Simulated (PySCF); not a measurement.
# wB97X/def2-TZVPP (core potential) run of InF (SMILES [F][In])

What is the vertical singlet–triplet gap of InF at wB97X/def2-TZVPP (core potential)? The job is set up through a Python script.

The results are computed with PySCF 2.14.0.

4 further runs of the same task are left out: 4 set aside as unsound or not needed.

## Step 1: Starting point

InF has 2 atoms, charge 0, and is taken as a singlet. SMILES: `[F][In]`. Geometry: relaxed at PBE0-D4/def2-TZVP.

Bond lengths: F1–In2 1.994 Å.

## Step 2: A single-point energy at wB97X/def2-TZVPP (core potential)

The input, input.py:

```python
from pyscf import gto, dft

mol = gto.M(
    atom=[
    ('F', (0.000000, 0.000000, 0.015910)),
    ('In', (-0.000000, -0.000000, 2.009580)),
],
    basis='def2-tzvpp',
    ecp={'In': 'def2-svp'},
    verbose=3,
    max_memory=1860,
    spin=0,
    charge=0,
)

mf = dft.RKS(mol, xc='wb97x')
mf.grids.level = 5
mf.conv_tol = 1e-10
mf.kernel()
if not mf.converged:
    mf = mf.newton().run(mf.mo_coeff, mf.mo_occ)

e_tot = mf.e_tot
print(f'total energy: {e_tot:.8f} hartree')
```

Launch:

```bash
$ OMP_NUM_THREADS=1 python input.py
```

Output:

```text
converged SCF energy = -290.100930915951
total energy: -290.10093092 hartree
```

It took 11 s on 1 thread of Arm Neoverse V1, shared host; peak memory 0.37 GiB.

## Step 3: The triplet, same level

The input, calc.py:

```python
from pyscf import gto, dft

mol = gto.Mole()
mol.atom = '''
F      0.000000     0.000000     0.015910
In     0.000000     0.000000     2.009580
'''
mol.ecp = {'In': 'def2-svp'}
mol.max_memory = 1860
mol.basis = 'def2-tzvpp'
mol.spin = 2
mol.verbose = 3
mol.build()

mf = dft.UKS(mol)
mf.xc = 'wb97x'
mf.grids.level = 5
mf.conv_tol = 1e-10
mf.kernel()
if not mf.converged:
    mf = mf.newton().run(mf.mo_coeff, mf.mo_occ)

e_tot = mf.e_tot
print('Final energy', e_tot)
```

Launch:

```bash
$ OMP_NUM_THREADS=1 python calc.py
```

Output:

```text
WARN: HOMO -0.408604056004898 >= LUMO -0.783602830499248

converged SCF energy = -289.946139766026  <S^2> = 2.0061714  2S+1 = 3.0041115
Final energy -289.9461397660258
```

It took 18 s on 1 thread of Arm Neoverse V1, shared host; peak memory 0.39 GiB.

## Step 4: What came out

At wB97X/def2-TZVPP (core potential):

| quantity | value |
| --- | --- |
| singlet: total energy | -290.10093 Eh |
| singlet: dipole moment | 3.21 D |
| singlet: HOMO energy | -9.75 eV |
| singlet: LUMO energy | 0.07 eV |
| singlet: HOMO–LUMO gap | 9.82 eV |
| triplet: total energy | -289.94614 Eh |
| triplet: dipole moment | 2.94 D |
| triplet: HOMO energy (highest over α and β) | -5.90 eV |
| triplet: LUMO energy (lowest over α and β) | -3.82 eV |
| triplet: ⟨S²⟩ | 2.006 |
| vertical energy of the triplet above the singlet | 4.212 eV |

What this shows: At this shape the triplet lies 4.21 eV (406 kJ/mol) above the singlet.
